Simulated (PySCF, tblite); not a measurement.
# C7H9 radical: geometry, infrared bands and EPR parameters

Aim: predict the infrared bands and EPR parameters of C7H9 radical (`C=C[C](C)C1C=C1`).

Computed with tblite 0.8.0 and PySCF 2.14.0, with density-fitted response routines of our own, on a single molecule in the gas phase. Atoms count from 0, in the outputs and in this text.

**1. The molecule as given**

16 atoms, charge 0, multiplicity 2; geometry from: force field or distance geometry start.

Bonds of the start (Å): C0–C1 1.34, C1–C2 1.50, C2–C3 1.51, C2–C4 1.50, C4–C5 1.50, C5–C6 1.33, C6–C4 1.50, C0–H7 1.09, C0–H8 1.09, C1–H9 1.06, C3–H10 1.11, C3–H11 1.13, C3–H12 1.12, C4–H13 1.11, C5–H14 1.10, C6–H15 1.10.

**2. Optimising the geometry with GFN2-xTB**

The job: settings as JSON, then the geometry in Å.

```
{"job": {"kind": "relax", "xc": "GFN2-xTB", "basis": "xTB"}, "charge": 0, "multiplicity": 2}
C     -2.017200     1.095200     0.579100
C     -1.357100     0.307800    -0.278600
C     -0.140700    -0.403400     0.238300
C     -0.215400    -1.894700    -0.005100
C      1.119000     0.047300    -0.439700
C      1.504700     1.492000    -0.344700
C      2.115600     0.659100     0.491800
H     -2.905300     1.627800     0.233600
H     -1.691900     1.219000     1.611600
H     -1.657500     0.161400    -1.284400
H     -0.018500    -2.136400    -1.075200
H      0.669500    -2.317500     0.558300
H     -1.167700    -2.345200     0.380700
H      1.594800    -0.565600    -1.232200
H      1.321300     2.497700    -0.758600
H      2.838700     0.564600     1.313600
```

Run with:

```console
$ OMP_NUM_THREADS=1 python probes_run.py task.json out
```

The driver reads the jobs from task.json and runs them one after another.

**Question.** This job is followed by: GFN2-xTB harmonic vibrations, gas phase; UKS B3LYP, pcH-1 on C H, non-relativistic, mean-field spin-orbit, GIAO. Predict these results of the whole session: strongest single infrared mode (GFN2-xTB); zero-point energy (GFN2-xTB); g(iso) (B3LYP); ⟨S²⟩; largest a(iso) (averaged by class); potential on the surface of density 0.002 e/bohr³, 1st and 99th percentile.

As calculated:

```
                                                                  quantity                 value
                                 strongest single infrared mode (GFN2-xTB)  2954 cm⁻¹, 54 km/mol
                                              zero-point energy (GFN2-xTB)         81.3 kcal/mol
                                                            g(iso) (B3LYP)               2.00252
                                                                      ⟨S²⟩    0.773 (exact 0.75)
                                        largest a(iso) (averaged by class)   13C on C2, 58.0 MHz
potential on the surface of density 0.002 e/bohr³, 1st and 99th percentile    -0.85 V and 1.19 V
```

What this shows: Relaxing lowered the energy by 1.573 eV in 119 steps; the close pair that moved most is C1–C2, from 1.501 to 1.394 Å. No mode is imaginary among the 42: a minimum at this level. Unscaled tight-binding wavenumbers are off by several per cent, some by more. Its intensities can rank the bands wrongly. The largest spin populations lie on C2 (0.63 e), C0 (0.62 e). The isotropic g lies 0.2 ppt above the free-electron value. These values are for one conformer; the search (at its own cheap level) found 2 more, at 0.04, 3.09 kcal/mol (those within 0.05 may be mirror or relabelled copies), and measured spectra average over such forms.
